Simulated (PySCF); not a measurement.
# H2O6Si3: the cost of one run

Method: relaxation, pbe0, def2-tzvp, and further levels as typed in the inputs, in PySCF 2.14.0.

**1. The structure to begin with**

Bond lengths: H1–O2 0.970 Å, O2–Si3 1.680 Å, Si3–O4 1.691 Å, O4–Si5 1.685 Å, Si5–O6 1.685 Å, O6–Si7 1.691 Å, Si7–O8 1.680 Å, O8–H9 0.970 Å, Si3–O10 1.722 Å, Si7–O10 1.722 Å, Si3–O11 1.722 Å, Si7–O11 1.722 Å. Angles (14 of 19 angles, heavy atoms first): O2–Si3–O4 107.7°, O2–Si3–O10 110.3°, O2–Si3–O11 137.9°, O4–Si3–O10 102.9°, O4–Si3–O11 102.9°, O10–Si3–O11 89.7°, Si3–O4–Si5 105.5°, O4–Si5–O6 128.2°, Si5–O6–Si7 105.5°, O6–Si7–O8 108.8°, O6–Si7–O10 102.9°, O6–Si7–O11 102.9°, O8–Si7–O10 134.0°, O8–Si7–O11 113.9°.

Coordinates:

```xyz
11

H    -3.3628   -0.0376   -0.8888
O    -3.1383   -0.9659   -1.0586
Si   -1.6155   -0.5260   -0.5018
O    -1.0641    0.7501   -1.4644
Si    0.1983    1.4537   -0.5973
O     0.8050    1.0044    0.9096
Si   -0.1245   -0.3232    1.3919
O     0.6179   -1.0534    2.7102
H     1.5625   -0.9247    2.5310
O    -1.7338    0.1921    1.0591
O    -0.1564   -1.3054   -0.0225
```

**2. Relaxation: H2O6Si3, charge +1**

Contents of run.py:

```python
from pyscf import gto, dft
from pyscf.geomopt.geometric_solver import optimize
mol = gto.M(atom="mol.xyz", basis="def2-tzvp", charge=1, spin=1, verbose=4)
mf = dft.UKS(mol, xc="pbe0").density_fit().run(conv_tol=1e-9)
for i in range(6):  # look for a lower solution of the same spin
    mo, _, ok, _ = mf.stability(return_status=True)
    if ok: break
    mf.kernel(mf.make_rdm1(mo, mf.mo_occ))
print(f"converged SCF energy = {mf.e_tot:.10f}, stable: {ok}")
mf = mf.newton()  # steadier than the usual iterations for open shells
m = optimize(mf, maxsteps=60)
print("optimised structure (A):")
for k in range(m.natm): print(m.atom_symbol(k), *(f"{x:.8f}" for x in m.atom_coords(unit="A")[k]))
```

Command:

```
$ python run.py
```

**Question.** How long does this run take on 3 threads of Intel Xeon 6975P-C (Granite Rapids), shared host?

About 26 min.
